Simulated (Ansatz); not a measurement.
**ScSi2: response to strain**

ScSi2 is deformed so: equal xx and yy strain of +1 %. What stress and forces result, by LAPW, PAW and all-electron datasets made for the crystal?

Program: Ansatz 0.2.0. Level of theory: DFT PBEsol, scalar-relativistic. These are calculated values, not measurements.

## (1) Starting point

It takes space group P6/mmm (No. 191, hexagonal). The conventional cell has a = 3.660 Å, b = 3.660 Å, c = 3.870 Å, α = 90.00°, β = 90.00°, γ = 120.00°. Around Sc (site symmetry 6/mmm) lie 12 Si at 2.87 Å. Si (site symmetry -6m2) has 3 Si at 2.11 Å and 6 Sc at 2.87 Å in its first shell of neighbours.

Coordinates:

```
CELL_PARAMETERS angstrom
3.66000 0.00000 0.00000
-1.83000 3.16965 0.00000
0.00000 0.00000 3.87000
ATOMIC_POSITIONS crystal
Sc 0.00000 0.00000 0.00000
Si 0.33333 0.66667 0.50000
Si 0.66667 0.33333 0.50000
```

Atoms are numbered in the order of the input: Sc1, Si2, Si3.

## (2) The deformed structure

Space group P6/mmm before, P6/mmm after.

## (3) Full-potential LAPW

The input, input.yaml:

```yaml
crystal:
  lattice:
    - [3.6965986977, 0.0, 0.0]
    - [-1.8482993488, 3.2013483798, 0.0]
    - [0.0, 0.0, 3.87]
  atoms:
    - { symbol: Sc, position: [0.0, 0.0, 0.0] }
    - { symbol: Si, position: [0.3333333333, 0.6666666667, 0.5] }
    - { symbol: Si, position: [0.6666666667, 0.3333333333, 0.5] }
kpoints:
  mp_grid: { grid: [13, 13, 11] }
  band_path:
    path:
      - [0.0, 0.0, 0.0]
      - [0.5, 0.0, 0.0]
      - [0.3333333333, 0.3333333333, 0.0]
      - [0.0, 0.0, 0.0]
      - [0.0, 0.0, 0.5]
      - [0.5, 0.0, 0.5]
      - [0.3333333333, 0.3333333333, 0.5]
      - [0.0, 0.0, 0.5]
      - [0.5, 0.0, 0.5]
    npoints: 5
scf:
  occupations: { method: fermi_dirac, width: 0.05 }
hamiltonian:
  xc: pbesol
  pseudopotentials: { kind: all_electron, lapw: { basis_error: 0.001 } }
output:
  forces: true
  stress: true
  eigenvalues: true
```

The run is started by

```bash
$ ansatz run input.yaml --threads 1 --pin off --max-ram 4096MiB --backend cpu --events-out ev --progress --plain --runs-dir out
```

Log, shortened:

```text
LAPW: plane waves up to 8.769 Å⁻¹, error target 1.0e-3 eV per atom; small_component_spin mean_spin; Si in spheres of 1.067 Å, 12 of its electrons in bands, Dirac shells []; Sc in spheres of 1.231 Å, 17 of its electrons in bands, Dirac shells []
[...]
Pseudopotentials: kind: all_electron
Pseudopotential: Sc, LAPW, valence charge 17, Koelling and Harmon's equation, gaussian nucleus
Pseudopotential: Si, LAPW, valence charge 12, Koelling and Harmon's equation, gaussian nucleus
Functional definition: PBEsol
[...]
Crystal: 3 atoms, lattice volume = 45.798 Å³
Basis set: ecut = 292.95730623548695 eV, 539 PW (Γ), exchange–correlation at level 2
Bands: 25, of which v1, the nominal top of the filled ones, is band 21 counted from 1 (20 counted from 0)
Symmetry: 24 space group operations
Space group: P6/mmm (ITA 191), of the structure as read, at distance tolerance 3.6e-5 Å
k-points: 126 of 1859
[...]
SCF iter   1: F=—  HF=-36528.200249 eV  |F-HF|=—  |Δ(HF+E_count)|=         —  Δρ=3.66e-2  dr2=1.21e0  ethr=2.94e-3  ⟨swp⟩=2.0  Hψ=20828  notcnv=0
[...]
the basis was enlarged: its passes take 281.3 KiB over the memory plan, 1 of 1 planned eigensolver slots
[...]
SCF iter   9: F=-36527.833831 eV  HF=-36527.833831 eV  |F-HF|=6.61e-9  |Δ(HF+E_count)|=   1.55e-7  Δρ=4.29e-6  dr2=1.32e-8  ethr=1.01e-9  ⟨swp⟩=2.6  Hψ=9030  notcnv=0
[...]
NSCF: frozen V_eff on 41 k-points
SCF converged after 9 iterations
Free energy (F): -36527.833831 eV
[...]
E sigma→0 (E₀):  -36527.826085 eV
Entropy (-TS):   -0.015492 eV (-5.164 meV/atom)
Fermi energy:    13.498393 eV
[...]
--- Forces (eV/Å), atoms counted from 1 ---
  atom   1  Sc     0.00000000    -0.00000000     0.00000000
  atom   2  Si    -0.00000000    -0.00000000     0.00000000
  atom   3  Si     0.00000000     0.00000000     0.00000000
[...]
--- Stress (GPa, compression-positive) ---
       27.949795       0.000000       0.000000
        0.000000      27.949795       0.000000
        0.000000       0.000000      -3.892721
  P = ⅓ Tr σ = 17.3356 GPa (173.356 kbar)
--- Band table (eV; the first three rows and the last of 126) ---
  k-point 0: bands = ["-368.8406", "-368.8406", "-368.8298", "-120.3873", "-120.3643", "-76.6806", "-76.6806", "-76.6327", "-76.6196", "-76.6155", "-76.6155", "-35.8933", "-14.6740", "-14.6203", "-14.6203", "-0.1635", "10.0717", "10.0717", "10.0966", "11.5011", "14.4558", "14.5688", [...]
[...]
```

Wall time 44 s (1 thread of Arm Neoverse V1, shared host); peak memory 0.55 GiB.

In short: pressure 17.34 GPa; no gap.

## (4) PAW with frozen cores

The input, input.yaml:

```yaml
crystal:
  lattice:
    - [3.6965986977, 0.0, 0.0]
    - [-1.8482993488, 3.2013483798, 0.0]
    - [0.0, 0.0, 3.87]
  atoms:
    - { symbol: Sc, position: [0.0, 0.0, 0.0] }
    - { symbol: Si, position: [0.3333333333, 0.6666666667, 0.5] }
    - { symbol: Si, position: [0.6666666667, 0.3333333333, 0.5] }
kpoints:
  mp_grid: { grid: [13, 13, 11] }
scf:
  occupations: { method: fermi_dirac, width: 0.05 }
hamiltonian:
  xc: pbesol
  pseudopotentials: { kind: paw }
output:
  forces: true
  stress: true
  eigenvalues: true
  efg: { contact_densities: true }
  write_density: true
  write_potential: true
  elf: true
  volumetric_format: npy
```

The run is started by

```bash
$ ansatz run input.yaml --threads 1 --pin off --max-ram 4096MiB --backend cpu --events-out ev --progress --plain --runs-dir out
```

Log, shortened:

```text
[...]
Pseudopotentials: kind: paw
Pseudopotential: Sc, paw, valence charge 11, recommended cutoff 420 eV (normal)
Pseudopotential: Si, paw, valence charge 4, recommended cutoff 420 eV (normal)
Functional definition: PBEsol
[...]
Crystal: 3 atoms, lattice volume = 45.798 Å³
Basis set: ecut = 420 eV, 877 PW (Γ), exchange–correlation on 50×50×54 points (8 copies of the dense FFT grid, shifted against one another)
Bands: 14, of which v1, the nominal top of the filled ones, is band 10 counted from 1 (9 counted from 0)
Symmetry: 24 space group operations
Space group: P6/mmm (ITA 191), of the structure as read, at distance tolerance 3.6e-5 Å
k-points: 126 of 1859
[...]
SCF iter   1: F=—  HF=-3355.135553 eV  |F-HF|=—  |Δ(HF+E_count)|=         —  Δρ=2.46e-3  dr2=4.55e-3  ethr=1.77e-3  ⟨swp⟩=5.2  Hψ=10450  notcnv=0
[...]
--- Stress (GPa, compression-positive) ---
       28.100653       0.000000       0.000000
        0.000000      28.100653       0.000000
        0.000000       0.000000      -3.883729
  P = ⅓ Tr σ = 17.4392 GPa (174.392 kbar)
--- PAW observables at the nuclei: V_zz in 10²¹ V/m², potentials from the cell's mean, atoms counted from 1 ---
  atom   1  Sc V_zz =    -0.555292   η = 0.0000   by run symmetry: allowed
            electrostatic potential = -2371.722422 V   contact ρ = 48422.441341 e/Å³
  atom   2  Si V_zz =    +0.983555   η = 0.0000   by run symmetry: allowed
            electrostatic potential = -1364.432525 V   contact ρ = 12760.120227 e/Å³
  atom   3  Si V_zz =    +0.983555   η = 0.0000   by run symmetry: allowed
            electrostatic potential = -1364.432525 V   contact ρ = 12760.120227 e/Å³
--- Band table (eV; the first three rows and the last of 126) ---
  k-point 0: bands = ["-37.1333", "-15.9167", "-15.8626", "-15.8626", "-1.4044", "8.8318", "8.8318", "8.8561", "10.2565", "13.2173", "13.3233", "13.3233", "13.8857", "13.8857"]
[...]
```

Run time: 7.4 s. Hardware: 1 thread of Arm Neoverse V1, shared host; peak memory 0.4 GiB.

Result: pressure 17.44 GPa; no gap; Vzz Sc1 -0.56 (η = 0.00), Si2 0.98 (η = 0.00) (10²¹ V/m²).

Density in a lattice plane of the grid's cell (edges 3.70 and 3.70 Å, at 0.500 of the third edge), which holds Si.

Values in e/Å³, 12 rows by 12 columns:
```
0.14 0.17 0.23 0.35 0.49 0.59 0.59 0.50 0.35 0.23 0.17 0.14
0.18 0.23 0.32 0.41 0.41 0.40 0.42 0.42 0.33 0.23 0.18 0.17
0.27 0.35 0.41 0.30 0.17 0.16 0.31 0.42 0.35 0.27 0.23 0.23
0.42 0.49 0.41 0.17 0.07 0.17 0.41 0.50 0.42 0.35 0.33 0.35
0.58 0.59 0.40 0.16 0.17 0.40 0.59 0.58 0.50 0.42 0.42 0.50
0.65 0.59 0.42 0.31 0.41 0.59 0.65 0.59 0.41 0.31 0.42 0.59
0.58 0.50 0.42 0.42 0.50 0.58 0.59 0.40 0.17 0.16 0.40 0.59
0.42 0.35 0.33 0.35 0.42 0.50 0.41 0.17 0.07 0.17 0.41 0.49
0.27 0.23 0.23 0.27 0.35 0.42 0.31 0.16 0.17 0.30 0.41 0.35
0.18 0.17 0.18 0.23 0.33 0.42 0.42 0.40 0.41 0.41 0.32 0.23
0.14 0.14 0.17 0.23 0.35 0.50 0.59 0.59 0.49 0.35 0.23 0.17
0.12 0.14 0.18 0.27 0.42 0.58 0.65 0.58 0.42 0.27 0.18 0.14
```
Columns run along the first of these edges and rows up along the second, over one cell in 12 and 12 even steps from the bottom left corner. Atoms in the plane (fractional): Si at (0.33, 0.67), Si at (0.67, 0.33).

ELF in the same plane.

Ten even steps from '0' (0.21) to '9' (0.86):
```
001234578999998865421100
112245677888877654321110
123445555444555554322111
334554321111234554432222
556542000000135665443334
677641012200246776554455
888630012102578877655567
998630000025799886545678
998630001368999864334689
998641113689998631114689
998643346899986310003689
987654568899752000003689
876555677887520121003688
655445567764200221014677
543334456653100000024565
322223445543211112345543
111122345555544455554432
101112345677888877654221
000112456889999987543210
000123567899999876532100
```
Columns run along the first of these edges and rows up along the second, over one cell in 24 and 20 even steps from the bottom left corner. Atoms in the plane (fractional): Si at (0.33, 0.67), Si at (0.67, 0.33).

Both are smooth fields of the valence electrons: close to the nuclei they are not physical.

Outside the cores ELF peaks at 0.86 on the Si–Si line, 1.1 Å from Si; 0.72 beside Si, off the lines to its neighbours, 1.0 Å from Si.

## (5) All-electron PAW on datasets made for the crystal

input.yaml: that of step 4 with these lines changed.

```diff
@@ -15,3 +15,3 @@
   xc: pbesol
-  pseudopotentials: { kind: paw }
+  pseudopotentials: { kind: all_electron, datasets: crystal }
 output:
@@ -21,5 +21 @@
   efg: { contact_densities: true }
-  write_density: true
-  write_potential: true
-  elf: true
-  volumetric_format: npy
```

The run is started by

```bash
$ ansatz run input.yaml --threads 1 --pin off --max-ram 4096MiB --backend cpu --events-out ev --progress --plain --runs-dir out
```

Log, shortened:

```text
[...]
Pseudopotentials: kind: all_electron
Pseudopotential: Sc, paw, valence charge 11, recommended cutoff 240 eV (normal), Koelling and Harmon's equation, gaussian nucleus
Pseudopotential: Si, paw, valence charge 4, recommended cutoff 240 eV (normal), Koelling and Harmon's equation, gaussian nucleus
Functional definition: PBEsol
[...]
Crystal: 3 atoms, lattice volume = 45.798 Å³
Basis set: ecut = 240 eV, 393 PW (Γ), exchange–correlation on 40×40×40 points (8 copies of the dense FFT grid, shifted against one another)
Bands: 14, of which v1, the nominal top of the filled ones, is band 10 counted from 1 (9 counted from 0)
Symmetry: 24 space group operations
Space group: P6/mmm (ITA 191), of the structure as read, at distance tolerance 3.6e-5 Å
k-points: 126 of 1859
[...]
--- Stress (GPa, compression-positive) ---
       27.943863       0.000000       0.000000
        0.000000      27.943863       0.000000
        0.000000       0.000000      -3.895498
  P = ⅓ Tr σ = 17.3307 GPa (173.307 kbar)
--- PAW observables at the nuclei: V_zz in 10²¹ V/m², potentials from the cell's mean, atoms counted from 1 ---
  atom   1  Sc V_zz =    -0.612518   η = 0.0000   by run symmetry: allowed
            electrostatic potential = -2370.375479 V   contact ρ = 48467.795100 e/Å³
  atom   2  Si V_zz =    +0.814696   η = 0.0000   by run symmetry: allowed
            electrostatic potential = -1362.606582 V   contact ρ = 12769.020748 e/Å³
  atom   3  Si V_zz =    +0.814696   η = 0.0000   by run symmetry: allowed
            electrostatic potential = -1362.606582 V   contact ρ = 12769.020748 e/Å³
--- Band table (eV; the first three rows and the last of 126) ---
  k-point 0: bands = ["-35.8932", "-14.6740", "-14.6202", "-14.6202", "-0.1635", "10.0716", "10.0716", "10.0966", "11.5010", "14.4558", "14.5689", "14.5689", "15.1284"]
[...]
```

Wall time 13 s (1 thread of Arm Neoverse V1, shared host); peak memory 0.48 GiB.

In short: pressure 17.33 GPa; no gap; Vzz Sc1 -0.61 (η = 0.00), Si2 0.81 (η = 0.00) (10²¹ V/m²).

## (6) Side by side

Stress (GPa, compression positive):

| method | xx | yy | zz | yz | xz | xy |
| --- | --- | --- | --- | --- | --- | --- |
| LAPW | 27.95 | 27.95 | -3.89 | 0.00 | 0.00 | 0.00 |
| PAW | 28.10 | 28.10 | -3.88 | 0.00 | 0.00 | 0.00 |
| crystal datasets | 27.94 | 27.94 | -3.90 | 0.00 | 0.00 | 0.00 |

| method | pressure (GPa) | Vzz Sc1 (10²¹ V/m²) | Vzz Si2 (10²¹ V/m²) | SCF cycles, by the record's count |
| --- | --- | --- | --- | --- |
| LAPW | 17.34 | – | – | 9 |
| PAW | 17.44 | -0.56 | 0.98 | 6 |
| crystal datasets | 17.33 | -0.61 | 0.81 | 9 |

## (7) What came out

```
                                 quantity                                              value
                                 pressure  LAPW 17.34, PAW 17.44, crystal datasets 17.33 GPa
largest shear or deviatoric stress (LAPW)                                          21.23 GPa
```

What this shows: The largest part of the stress beyond the pressure is 21.23 GPa in size, in the zz component; the atoms are carried along and not relaxed. No run of the undeformed cell stands beside it, so pressure and stress hold what the given cell had before the change, as far as its symmetry allows. PAW: stress within 0.16 GPa of LAPW. Crystal datasets: stress within 0.01 GPa of LAPW.
